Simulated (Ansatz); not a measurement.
# InSb: the cost of one run

Computed with Ansatz 0.2.0 (DFT PBEsol, scalar-relativistic, plane waves, PAW, unless a step's input says otherwise).

## 1. Starting point

It takes space group F-43m (No. 216, cubic). The conventional cell has a = 6.443 Å, b = 6.443 Å, c = 6.443 Å, α = 90.00°, β = 90.00°, γ = 90.00°. In (site symmetry -43m) has 4 Sb at 2.79 Å in its first shell of neighbours. Sb (site symmetry -43m) is surrounded by 4 In at 2.79 Å.

As a file:

```cif
data_structure
_symmetry_space_group_name_H-M 'P 1'
_symmetry_Int_Tables_number 1
_cell_length_a 4.5561
_cell_length_b 4.5561
_cell_length_c 4.5561
_cell_angle_alpha 60.000
_cell_angle_beta 60.000
_cell_angle_gamma 60.000
_cell_volume 66.87
loop_
_atom_site_label
_atom_site_type_symbol
_atom_site_fract_x
_atom_site_fract_y
_atom_site_fract_z
_atom_site_occupancy
In1 In 0.00000 0.00000 0.00000 1
Sb1 Sb 0.25000 0.25000 0.25000 1
```

This is a trial structure built by rule; it need not be a known or stable form of this composition.

The cell is the ideal cubic zincblende prototype; whether it is the stable structure of this composition wasn't checked.

## 2. Seeking zero pressure, try 1

File input.yaml:

```yaml
crystal:
  lattice:
    - [0.0, 3.2216145021, 3.2216145021]
    - [3.2216145021, 0.0, 3.2216145021]
    - [3.2216145021, 3.2216145021, 0.0]
  atoms:
    - { symbol: In, position: [0.0, 0.0, 0.0] }
    - { symbol: Sb, position: [0.25, 0.25, 0.25] }
basis:
  ecutwfc: 420
kpoints:
  mp_grid: { grid: [6, 6, 6] }
hamiltonian:
  xc: pbesol
scf:
  occupations: { method: gaussian, width: 0.05 }
output:
  forces: true
  stress: true
  eigenvalues: true
```

The run is started by

```sh
$ ansatz run input.yaml --threads 4 --pin off --max-ram 12288MiB --backend cpu --events-out ev --progress --plain --runs-dir out
```

What time and memory should one allow on 4 threads of Intel Xeon 6975P-C (Granite Rapids), shared host?

About 1.3 s, with a peak of 0.42 GiB.
